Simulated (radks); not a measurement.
# K¹³⁺ in [He] 2s2 2p2: an all-electron calculation

Wanted: eigenvalues, radial structure and energy terms of the potassium ion K13+.

The numbers are computed with radks (a radial shooting solver on a logarithmic mesh, Libxc functionals) version 1 (scalar-relativistic Kohn-Sham, BP86, spin-polarised, spherical densities, point nucleus; open shells are filled with parallel spins first), except any that are marked as measured or tabulated.

**1. The system**

- element: potassium (Z = 19)
- charge: +13
- electrons: 6
- configuration: [He] 2s2 2p2

The outer shells:

K¹³⁺
```
[He] core
2s [↑↓]
2p [↑ ][↑ ][  ]
```

**2. The run**

Input:

```text
Z 19
configuration [He] 2s2 2p2
relativity scalar-relativistic
functional b88,p86
spin polarised
nucleus point
c 137.035999084
```

**Question.** What will this run give?

As calculated:

| quantity | value |
| --- | --- |
| total energy | -485.04850 hartree |
| exchange-correlation share of it | 4.10 % |
| −T/E | 1.0080 |
| highest occupied level | 2p up, -752.90 eV |
| most extended occupied level | 2s down, <r> = 0.355 bohr |
| radius at density 0.001 e/bohr³ | 1.06 bohr |
| maxima of the radial density | 2 |
| ionisation energy, NIST | 786.3 (semi-emp.) eV |

2 principal shells are occupied and 2 maxima appear in the radial density. −T/E is 1.008: with relativity the kinetic term as defined here no longer equals −E. Minus the highest eigenvalue, 752.90 eV, is 96 % of the tabulated ionisation energy (786.3 eV). Open shells are spherical and high-spin; term and fine-structure splittings are not resolved.
